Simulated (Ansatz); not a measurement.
## MnBr2, space group P-3m1: a Hubbard U by linear response, step by step

Computed with the Python package of Ansatz (0.2.0).

Notebook, run cell by cell (the value of a cell's last expression is shown):

**Cell 1**
```python
import ansatz as az

structure = (
    az.Lattice.of((3.82, 0.0, 0.0), (-1.91, 3.308217, 0.0), (0.0, 0.0, 6.19))
    .atom("Mn", (0.0, 0.0, 0.0))
    .atom("Br", (1 / 3, 2 / 3, 0.25))
    .atom("Br", (2 / 3, 1 / 3, 0.75))
    .moments(Mn=2.8)
)
```

**Cell 2**
```python
len(structure.resolved().sites)
```
Output:
```text
3
```

**Cell 3**
```python
setup = (
    structure.calculation()
    .spin("collinear")
    .kpoints(density=5.1)
    .occupations("fermi_dirac", width=100 * az.meV)
    .basis(510)
    .functional("LDA")
    .hubbard("Mn", "d", u_eff="linear-response")
    .hubbard_response(amplitude=0.025)
    .band_table()
)
found = []
```

**Cell 4**
```python
def keep(event):
    if event["event"] == "lr_u_result":
        found.append(event["data"])
```

**Cell 5**
```python
result = setup.session().plan().execute(on_event=keep)
rep = result.report
```

**Cell 6**
```python
rep["kpoints_frac"][:4]
```
Output:
```text
[[0.0, 0.0, 0.0], [0.0, 0.0, 0.16666666666666666], [0.0, 0.0, 0.3333333333333333], [0.0, 0.0, -0.5]]
```

**Cell 7**
```python
for orbit in found[-1]["orbits"]:
    print(f"sites {orbit['sites']}: n0 = {orbit['n0']:.3f}, chi0 = {orbit['chi0_per_ev']:.4f}/eV, chi = {orbit['chi_per_ev']:.4f}/eV, U = {orbit['u_ev']:.2f} eV")
print("cycles:", found[-1]["n_cycles"], " band edges:", rep.get("band_edges_ev"))
print(f"net moment {rep['magnetization_mub']:.3f} muB, absolute {rep['absolute_magnetization_mub']:.3f} muB")
for index, (site, m) in enumerate(zip(result.lattice.sites, rep["site_moments_mub"])):
    print(f"  {index:2d} {site.symbol:2s} {m:7.3f}")
```
Output:
```text
sites [0]: n0 = 5.396, chi0 = -0.1395/eV, chi = -0.0918/eV, U = 3.73 eV
cycles: 1  band edges: None
net moment 5.000 muB, absolute 5.000 muB
   0 Mn   4.515
   1 Br   0.068
   2 Br   0.068
```

Reading the output:
- The magnetic order follows from the starting moments and needn't be the lowest.
- Of the deposited cell: the entry's cell lengths or inner coordinates differ somewhat from later room-temperature determinations.
- The structure is a deposited one; some such entries were measured under pressure or heat, so a shift against it needn't be the functional's error alone.
- Levels are Kohn-Sham eigenvalues on this mesh, without spin-orbit coupling.
- The computed U depends on the projectors, on the cell (the perturbed atoms see their images) and on the spin treatment typed in the script; a run with no .spin step is spin-unpolarised.
- The whole script took 69 s on 1 thread of Arm Neoverse V2, on a shared host, peak memory 0.69 GiB.
